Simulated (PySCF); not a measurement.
# C5H5BF2O: magnetic properties

Wanted: magnetic properties for C5H5BF2O (`C#CC(=O)CCB(F)F`).

Programs: PySCF 2.14.0, with routines of our own; each step states its level. All values are computed. Atoms count from 0.

## Step 1: The starting structure

14 atoms, charge 0, multiplicity 1; geometry from: GFN2-xTB.

## Step 2: Magnetic properties: GIAO BHandHLYP/pcSseg-1

The job: settings as JSON, then the geometry in Å.

```
{"job": {"kind": "mag", "xc": "BHandHLYP", "basis": "pcSseg-1", "isotopologues": 0}, "charge": 0, "multiplicity": 1}
C      3.322061     1.012030    -0.829662
C      2.390848     0.338043    -0.482062
C      1.299386    -0.503574    -0.061780
O      1.446177    -1.653773     0.267116
C     -0.034147     0.216975    -0.073543
C     -1.183753    -0.711796     0.326347
B     -2.584296    -0.005912     0.469403
F     -3.695821    -0.670694     0.707031
F     -2.754282     1.298211     0.372328
H      4.126101     1.614859    -1.137375
H      0.034974     1.064486     0.613732
H     -0.194341     0.630882    -1.072134
H     -1.249864    -1.531899    -0.393851
H     -0.923722    -1.197871     1.272283
```

With the program's defaults for keys left out, this is: GIAO BHandHLYP/pcSseg-1 magnetisability, rotational g tensor and spin-rotation constants, non-relativistic, gas phase.

On the command line:

```console
$ OMP_NUM_THREADS=1 python excited_run.py task.json out
```

This one command runs all jobs of the session in turn.

What it wrote:

```text
coarse grid: 12880 points
cycle   1  E = -492.8226024473  dE =  1.526e+00  |g| = 9.861e-01  |ddm| = 3.515e+00
cycle   2  E = -492.6682639946  dE =  1.543e-01  |g| = 1.403e+00  |ddm| = 2.248e+00
cycle   3  E = -493.0068876106  dE = -3.386e-01  |g| = 1.716e-01  |ddm| = 1.524e+00
cycle   4  E = -493.0118971574  dE = -5.010e-03  |g| = 7.323e-02  |ddm| = 1.695e-01
cycle   5  E = -493.0127861195  dE = -8.890e-04  |g| = 1.660e-02  |ddm| = 7.067e-02
cycle   6  E = -493.0128400111  dE = -5.389e-05  |g| = 7.599e-03  |ddm| = 1.973e-02
cycle   7  E = -493.0128542737  dE = -1.426e-05  |g| = 2.783e-03  |ddm| = 7.535e-03
cycle   8  E = -493.0128561738  dE = -1.900e-06  |g| = 7.359e-04  |ddm| = 4.115e-03
final grid: 128528 points
cycle   9  E = -493.0681664195  dE = -2.918e-05  |g| = 3.213e-03  |ddm| = 1.671e-02
cycle  10  E = -493.0681663885  dE =  3.102e-08  |g| = 3.374e-03  |ddm| = 5.196e-03
cycle  11  E = -493.0681686932  dE = -2.305e-06  |g| = 7.780e-04  |ddm| = 3.390e-03
cycle  12  E = -493.0681687955  dE = -1.023e-07  |g| = 2.242e-04  |ddm| = 6.990e-04
cycle  13  E = -493.0681688055  dE = -9.930e-09  |g| = 6.265e-05  |ddm| = 2.154e-04
cycle  14  E = -493.0681688063  dE = -8.757e-10  |g| = 2.122e-05  |ddm| = 6.309e-05
converged SCF energy = -493.0681688063

Magnetisability tensor (1e-30 J/T^2)
    -1162.25      -41.76       -5.64
      -41.76     -977.25      -76.38
       -5.64      -76.38    -1271.26
isotropic -1136.92   principal values   -1291.81  -1167.67   -951.28
isotropic susceptibility -68.467 1e-6 cm^3/mol

Inertial axes            a          b          c
rot. const./GHz      4.0835     0.6565     0.5707
chi total           -70.083    -57.590    -77.728
chi diamagnetic    -373.152  -1732.895  -1990.934
chi paramagnetic    303.069   1675.305   1913.206
quadrupole/D A       -0.369     -5.432      5.801
g nuclear            0.5400     0.5071     0.5083
g electronic        -0.5814    -0.5167    -0.5130
g total             -0.0414    -0.0096    -0.0047

Spin-rotation constants (kHz, H = +C I.J)
atom  isotope        aa         bb         cc
  6    11B        0.976      0.192      0.121
  7    19F        4.398      1.367      0.313
  8    19F        8.301      0.750      0.268
  9     1H       -0.071     -0.047     -0.066
 10     1H       -0.422     -0.034     -0.018
 11     1H       -0.430     -0.043     -0.009
 12     1H       -0.416     -0.045     -0.022
 13     1H       -0.399     -0.043     -0.023
  0    13C*       0.811      0.151      0.177
  1    13C*       0.413      0.154      0.218
  2    13C*       2.296      0.289      0.124
  3    17O*      -2.903     -0.745     -0.001
  4    13C*       0.589      0.139      0.105
  5    13C*       0.526      0.089      0.067
* in the singly substituted isotopologue
```

It took 22 s on 1 thread of Arm Neoverse V2, shared host; peak memory 0.78 GiB.

From this job:

```csv
quantity,value
magnetisability,-1137·10⁻³⁰ J/T²
molar susceptibility,-68.5·10⁻⁶ cm³/mol
"rotational g (a, b, c)","-0.0414, -0.0096, -0.0047"
```

## Step 3: Magnetic properties: GIAO revPBE/cc-pVDZ

The job, as its differences from that of step 2:

```diff
@@ -1,2 +1,2 @@
-{"job": {"kind": "mag", "xc": "BHandHLYP", "basis": "pcSseg-1", "isotopologues": 0}, "charge": 0, "multiplicity": 1}
+{"job": {"kind": "mag", "xc": "revPBE", "basis": "cc-pVDZ"}, "charge": 0, "multiplicity": 1}
 C      3.322061     1.012030    -0.829662
```

Level: GIAO revPBE/cc-pVDZ magnetisability, rotational g tensor and spin-rotation constants, non-relativistic, gas phase.

What it wrote:

```text
coarse grid: 12880 points
cycle   1  E = -492.9801641921  dE =  1.229e+00  |g| = 1.069e+00  |ddm| = 8.328e+00
cycle   2  E = -491.8155834236  dE =  1.165e+00  |g| = 2.540e+00  |ddm| = 4.932e+00
cycle   3  E = -493.1156640728  dE = -1.300e+00  |g| = 6.061e-01  |ddm| = 3.813e+00
cycle   4  E = -493.2015665850  dE = -8.590e-02  |g| = 1.527e-01  |ddm| = 1.003e+00
cycle   5  E = -493.1981185265  dE =  3.448e-03  |g| = 1.823e-01  |ddm| = 3.881e-01
cycle   6  E = -493.2064163424  dE = -8.298e-03  |g| = 4.410e-02  |ddm| = 2.485e-01
cycle   7  E = -493.2068747498  dE = -4.584e-04  |g| = 1.012e-02  |ddm| = 6.552e-02
cycle   8  E = -493.2068952675  dE = -2.052e-05  |g| = 2.942e-03  |ddm| = 1.520e-02
cycle   9  E = -493.2068973227  dE = -2.055e-06  |g| = 6.293e-04  |ddm| = 5.466e-03
final grid: 128528 points
cycle  10  E = -493.2199271944  dE = -4.231e-05  |g| = 1.879e-02  |ddm| = 1.100e-01
cycle  11  E = -493.2194138779  dE =  5.133e-04  |g| = 5.275e-02  |ddm| = 9.155e-02
cycle  12  E = -493.2199958913  dE = -5.820e-04  |g| = 6.518e-03  |ddm| = 6.895e-02
cycle  13  E = -493.2200055555  dE = -9.664e-06  |g| = 1.169e-03  |ddm| = 1.081e-02
cycle  14  E = -493.2200057853  dE = -2.299e-07  |g| = 7.047e-04  |ddm| = 2.365e-03
cycle  15  E = -493.2200059195  dE = -1.342e-07  |g| = 1.249e-04  |ddm| = 9.550e-04
cycle  16  E = -493.2200059233  dE = -3.851e-09  |g| = 2.805e-05  |ddm| = 2.274e-04
cycle  17  E = -493.2200059235  dE = -1.666e-10  |g| = 1.095e-05  |ddm| = 5.608e-05
converged SCF energy = -493.2200059235

Magnetisability tensor (1e-30 J/T^2)
    -1106.60      -42.14       -9.09
      -42.14     -917.43      -83.33
       -9.09      -83.33    -1238.32
isotropic -1087.45   principal values   -1261.02  -1111.22   -890.11
isotropic susceptibility -65.488 1e-6 cm^3/mol

Inertial axes            a          b          c
rot. const./GHz      4.0835     0.6565     0.5707
chi total           -66.701    -53.890    -75.872
chi diamagnetic    -370.104  -1730.477  -1986.661
chi paramagnetic    303.403   1676.587   1910.789
quadrupole/D A       -0.032     -4.026      4.058
g nuclear            0.5400     0.5071     0.5083
g electronic        -0.5820    -0.5171    -0.5123
g total             -0.0420    -0.0100    -0.0041

Spin-rotation constants (kHz, H = +C I.J)
atom  isotope        aa         bb         cc
  6    11B        0.932      0.178      0.108
  7    19F        5.053      1.455      0.309
  8    19F        8.855      0.890      0.286
  9     1H       -0.063     -0.048     -0.068
 10     1H       -0.431     -0.032     -0.016
 11     1H       -0.440     -0.041     -0.007
 12     1H       -0.425     -0.045     -0.021
 13     1H       -0.408     -0.043     -0.023
  0    13C*       0.744      0.130      0.151
  1    13C*       0.437      0.142      0.193
  2    13C*       1.982      0.275      0.119
  3    17O*      -2.544     -0.684     -0.004
  4    13C*       0.539      0.134      0.101
  5    13C*       0.490      0.085      0.060
* in the singly substituted isotopologue
```

Wall time 27 s (1 thread of Arm Neoverse V2, shared host); peak memory 0.6 GiB.

In short:

```
              quantity                      value
       magnetisability           -1087·10⁻³⁰ J/T²
  molar susceptibility         -65.5·10⁻⁶ cm³/mol
rotational g (a, b, c)  -0.0420, -0.0100, -0.0041
```

## Step 4: The levels compared

| level | ξ (10⁻³⁰ J/T²) | g(a) | g(b) | gap (eV) | functions | time |
| --- | --- | --- | --- | --- | --- | --- |
| GIAO BHandHLYP/pcSseg-1 | -1137 | -0.0414 | -0.0096 | 9.02 | 178 | 22 s |
| GIAO revPBE/cc-pVDZ | -1087 | -0.0420 | -0.0100 | 3.49 | 151 | 27 s |

## Step 5: Results

| quantity | value |
| --- | --- |
| magnetisability (step 2, GIAO BHandHLYP/pcSseg-1) | -1137·10⁻³⁰ J/T² |
| molar susceptibility (step 2, GIAO BHandHLYP/pcSseg-1) | -68.5·10⁻⁶ cm³/mol |
| rotational g (a, b, c) (step 2, GIAO BHandHLYP/pcSseg-1) | -0.0414, -0.0096, -0.0047 |
| magnetisability over the levels | -1137 to -1087·10⁻³⁰ J/T² |

**Reading.** The magnetisability spreads by 4.4 % over 2 levels of like cost. Two levels can agree by chance, so this spread shows no convergence. Vibrational averaging and real surroundings are missing from these values.
